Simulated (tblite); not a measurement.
# C6H15Cl3SSi2: the cost of one run

Programs: PySCF 2.14.0 with density-fitted response routines of our own, and tblite 0.8.0. All values are computed, except where a source is named. Atoms count from 0 throughout.

### 1 The starting structure

27 atoms, charge 0, multiplicity 1; geometry from: MMFF94s geometry.

Bonds of the start (Å): C0–C1 1.53, C0–H12 1.09, C0–H13 1.10, C0–H14 1.10, C1–C2 1.53, C1–H15 1.08, C1–H16 1.09, C2–C3 1.54, C2–H17 1.10, C2–H18 1.09, C3–H19 1.10, C3–H20 1.08, C3–S4 1.81, C6–H21 1.09, C6–H22 1.10, C6–H23 1.10, C9–H24 1.10, C9–H25 1.09, C9–H26 1.09, S4–Si5 2.16, Si5–C6 1.84, Si5–Cl7 2.06, Si5–Si8 2.30, Si8–C9 1.84 and more.

### 2 GFN2-xTB relaxation, conformer 1

Job settings and geometry (Å):

```
{"job": {"xc": "GFN2-xTB", "basis": "xTB", "kind": "relax"}, "charge": 0, "multiplicity": 1}
C      4.154900     0.863100     0.565000
C      3.077300     0.419200    -0.433100
C      2.246300    -0.730000     0.153600
C      1.214200    -1.286500    -0.846200
S     -0.092600    -0.111800    -1.277900
Si    -1.792600    -0.615300    -0.050300
C     -2.390800    -2.290600    -0.529300
Cl    -1.155500    -0.664800     1.911500
Si    -3.486600     0.915600    -0.297900
C     -2.921800     2.611300     0.144500
Cl    -4.224600     0.913100    -2.217700
Cl    -5.111900     0.418500     0.864200
H      4.821500     0.046000     0.822800
H      3.695100     1.225900     1.491000
H      4.735900     1.689500     0.140900
H      3.566800     0.088600    -1.336800
H      2.452500     1.277600    -0.670000
H      1.739800    -0.400400     1.069500
H      2.908200    -1.540900     0.447900
H      0.779600    -2.206800    -0.421200
H      1.722800    -1.576600    -1.758300
H     -2.701300    -2.322900    -1.574000
H     -3.245900    -2.587800     0.092900
H     -1.622000    -3.060500    -0.389600
H     -2.568400     2.667300     1.180200
H     -2.100300     2.934400    -0.494400
H     -3.720300     3.351000     0.030400
```

Started as:

```
> OMP_NUM_THREADS=1 python ens_run.py task.json out
```

The driver reads the study from task.json and runs its stages one after another.

**Question.** How long does this first job take on 1 thread of Arm Neoverse N1, shared host?

About 10 s.
